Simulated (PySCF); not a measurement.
# [OsH4(NO)]−: forces at shaken geometries

How stiff is [OsH4(NO)]−? Its atoms are displaced at random by several amounts. The species was built from a template and needn't be a known compound.

Program: PySCF 2.14.0. Level of theory: TPSS, Os def2-SVP with ECP60, H def2-SVP, N def2-SVP, O def2-SVP; scalar-relativistic core potentials, no spin–orbit coupling. These are calculated values, not measurements.

4 further runs of the same task are left out: 2 for a known fault of the program, 1 that didn't finish, 1 set aside as unsound or not needed.

### 1 Starting geometry

7 atoms, charge -1, spin multiplicity 1.

Bond lengths: Os1–H2 1.593 Å, Os1–H3 1.706 Å, Os1–H4 1.721 Å, Os1–H5 1.706 Å, Os1–N6 1.784 Å, N6–O7 1.206 Å. Angles: H2–Os1–H3 90.4°, H2–Os1–H4 109.1°, H2–Os1–H5 90.4°, H2–Os1–N6 92.6°, H3–Os1–H4 76.1°, H3–Os1–H5 150.9°, H3–Os1–N6 104.5°, H4–Os1–H5 76.1°, H4–Os1–N6 158.3°, H5–Os1–N6 104.5°, Os1–N6–O7 163.0°.

Geometry (Å):

```xyz
7
charge -1, multiplicity 1
Os    0.0000    0.2077   -0.0527
H     0.0000    0.1347    1.5387
H     1.6514    0.6360   -0.0458
H     0.0000    1.8575   -0.5407
H    -1.6514    0.6360   -0.0458
N     0.0000   -1.5687   -0.2144
O     0.0000   -2.6849   -0.6697
```

Formal oxidation states: Os +2. An earlier session relaxed this geometry at TPSS, Os def2-SVP with ECP60, H def2-SVP, N def2-SVP, O def2-SVP (singlet, point group Cs).

Its energy there is -222.998592 Eh.

### 2 Atoms moved at random, σ = 0.15 Å

Input file run.py (the lines that set the calculation):

```python
mol = gto.M(atom='''
Os    -0.45683     0.08516    -0.00387
H     -0.09278    -0.08191     1.54968
H      1.64881     0.71830    -0.16064
H      0.21130     1.88093    -0.51594
H     -1.32791     0.62033     0.18011
N     -0.07441    -1.38038    -0.22486
O      0.09182    -2.62412    -0.85490''',
    basis={'Os': 'def2-SVP', 'H': 'def2-SVP', 'N': 'def2-SVP', 'O': 'def2-SVP'},
    ecp={'Os': 'def2-SVP'},
    charge=-1, spin=0)
mf = dft.RKS(mol, xc='TPSS')
mf.grids.atom_grid = (50, 194)
mf = mf.density_fit()  # fitting sets: Os def2-universal-JKFIT, H def2-universal-JKFIT, N def2-universal-JKFIT, O def2-universal-JKFIT
mf.conv_tol = 1e-08; mf.max_cycle = 55
mf.kernel(dm0)  # dm0: the density of the relaxed state
```

On the command line:

```console
OMP_NUM_THREADS=2 python run.py
```

### 3 Atoms moved at random, σ = 0.15 Å

Input file run.py (the lines that set the calculation):

```python
mol = gto.M(atom='''
Os    -0.08336     0.37123    -0.12912
H     -0.11725     0.01678     1.39830
H      1.68225     0.86476     0.11892
H      0.04124     1.82431    -0.48345
H     -1.69304     0.43796     0.00775
N      0.20876    -1.36086    -0.28137
O     -0.03861    -2.93588    -0.66146''',
    basis={'Os': 'def2-SVP', 'H': 'def2-SVP', 'N': 'def2-SVP', 'O': 'def2-SVP'},
    ecp={'Os': 'def2-SVP'},
    charge=-1, spin=0)
mf = dft.RKS(mol, xc='TPSS')
mf.grids.atom_grid = (50, 194)
mf = mf.density_fit()  # fitting sets: Os def2-universal-JKFIT, H def2-universal-JKFIT, N def2-universal-JKFIT, O def2-universal-JKFIT
mf.conv_tol = 1e-08; mf.max_cycle = 55
mf.kernel(dm0)  # dm0: the density of the relaxed state
```

### 4 Atoms moved at random, σ = 0.15 Å

Input file run.py (the lines that set the calculation):

```python
mol = gto.M(atom='''
Os     0.10736     0.29420     0.04580
H     -0.14037    -0.16881     1.73299
H      1.64841     0.26773    -0.11413
H      0.11246     1.71586    -0.41492
H     -1.70600     0.86656    -0.14473
N      0.12904    -1.32661    -0.32539
O     -0.15091    -2.43059    -0.81005''',
    basis={'Os': 'def2-SVP', 'H': 'def2-SVP', 'N': 'def2-SVP', 'O': 'def2-SVP'},
    ecp={'Os': 'def2-SVP'},
    charge=-1, spin=0)
mf = dft.RKS(mol, xc='TPSS')
mf.grids.atom_grid = (50, 194)
mf = mf.density_fit()  # fitting sets: Os def2-universal-JKFIT, H def2-universal-JKFIT, N def2-universal-JKFIT, O def2-universal-JKFIT
mf.conv_tol = 1e-08; mf.max_cycle = 55
mf.kernel(dm0)  # dm0: the density of the relaxed state
```

Q: Predict the outcome of this session. Wanted: for each run, σ; energy rise; harmonic estimate −½ F·u; largest force component.

The runs gave:

| σ (Å) | energy rise (eV) | harmonic estimate −½ F·u (eV) | largest force component (eV/Å) |
| --- | --- | --- | --- |
| 0.15 | 14.630 | 19.217 | 45.67 |
| 0.15 | 3.936 | 2.809 | 6.97 |
| 0.15 | 1.877 | 1.904 | 7.54 |

Every displacement raises the energy. For a harmonic well the rise equals −½ F·u; the two differ by at most 31 % here (a move with σ = 0.15 Å), from anharmonicity, the grid and the small forces left at the relaxed point. The largest moves cost over 1 eV, far outside the harmonic range, so agreement there can come from errors that cancel between squeezed and stretched bonds. These are double-zeta-type bases without diffuse functions. Spin–orbit coupling is left out.
